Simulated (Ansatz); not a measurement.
# CH₉AsBGaSi: how energies converge with the basis set

An exercise on one series of results from a longer session: the logs are not shown, and one member is left open.

The runs use Ansatz 0.2.0, Gaussian basis; one geometry, several basis sets.

The runs, in order: PBE0-D4/def2-SVP; ωB97M-V/def2-SVP; PBE0-D4/def2-QZVPP; ωB97M-V/def2-QZVPP; the functionals' def2-TZVPP values are taken from earlier runs.

### The relaxed structure

All runs share one geometry, relaxed beforehand with PBE0-D4 in a triple-zeta def2 set.

14 atoms, charge 0, spin multiplicity 1.

Atoms are counted from 1 here; the program's logs count them from 0.

Bond lengths: C1–Si2 1.865 Å, C1–H6 1.094 Å, C1–H7 1.092 Å, C1–H8 1.091 Å, Si2–Ga3 2.709 Å, Si2–B4 1.865 Å, Si2–H9 1.488 Å, Ga3–B4 2.222 Å, Ga3–As5 2.838 Å, Ga3–H10 1.570 Å, Ga3–H11 1.564 Å, B4–As5 2.051 Å, B4–H12 1.194 Å, As5–H13 1.522 Å, As5–H14 1.548 Å. Angles: Si2–C1–H6 109.6°, Si2–C1–H7 111.2°, Si2–C1–H8 111.1°, H6–C1–H7 107.8°, H6–C1–H8 108.4°, H7–C1–H8 108.7°, C1–Si2–Ga3 101.4°, C1–Si2–B4 127.4°, C1–Si2–H9 111.0°, Ga3–Si2–B4 54.4°, Ga3–Si2–H9 116.9°, B4–Si2–H9 121.6°, Si2–Ga3–B4 43.0°, Si2–Ga3–As5 76.6°, Si2–Ga3–H10 96.8°, Si2–Ga3–H11 135.8°, B4–Ga3–As5 45.9°, B4–Ga3–H10 126.9° and more.

The first run:

The input, in.yaml:

```yaml
crystal:
  periodic: [false, false, false]
  atoms:
    - {symbol: C, position_ang: [-0.954058, 1.440570, 1.273917]}
    - {symbol: Si, position_ang: [-0.734418, -0.405885, 1.126530]}
    - {symbol: Ga, position_ang: [1.563988, -0.557245, -0.298510]}
    - {symbol: B, position_ang: [-0.489223, -1.396930, -0.433907]}
    - {symbol: As, position_ang: [-0.448203, -0.544504, -2.299437]}
    - {symbol: H, position_ang: [-1.974218, 1.664344, 1.599568]}
    - {symbol: H, position_ang: [-0.267716, 1.861959, 2.011179]}
    - {symbol: H, position_ang: [-0.783450, 1.933274, 0.315597]}
    - {symbol: H, position_ang: [-0.739923, -1.051939, 2.467463]}
    - {symbol: H, position_ang: [1.957722, 0.958153, -0.179466]}
    - {symbol: H, position_ang: [2.602899, -1.676511, -0.634106]}
    - {symbol: H, position_ang: [-0.385778, -2.585810, -0.407854]}
    - {symbol: H, position_ang: [-0.418282, 0.934574, -1.942046]}
    - {symbol: H, position_ang: [1.070648, -0.574051, -2.598930]}
basis:
  gaussian: {orbitals: def2-SVP}
hamiltonian: {xc: pbe0, dispersion: d4}
output: {orbitals: {seedname: orbitals}}
```

Launch:

```
$ ansatz run in.yaml --threads 2 --pin off --events-out ev --progress --plain --max-ram 32768MiB --backend cpu
```

Steps of the session up to this table: PBE0-D4 in def2-SVP; ωB97M-V in def2-SVP; PBE0-D4 in def2-QZVPP; ωB97M-V in def2-QZVPP.

One of the session's tables, all rows but one given; the rest of the session is left out.

It belongs to the step «Functionals by basis». 

| functional | basis | HOMO (eV) | LUMO (eV) |
| --- | --- | --- | --- |
| PBE0-D4 | def2-SVP | -6.63 | -1.67 |
| PBE0-D4 | def2-TZVPP | -6.62 | -1.70 |
| PBE0-D4 | def2-QZVPP | -6.62 | -1.73 |
| ωB97M-V | def2-SVP | -8.47 | 0.13 |
| ωB97M-V | def2-TZVPP | ? | ? |
| ωB97M-V | def2-QZVPP | -8.49 | -0.04 |

Estimate the missing values for ωB97M-V, def2-TZVPP.

The run gave: HOMO (eV): -8.49; LUMO (eV): 0.04.
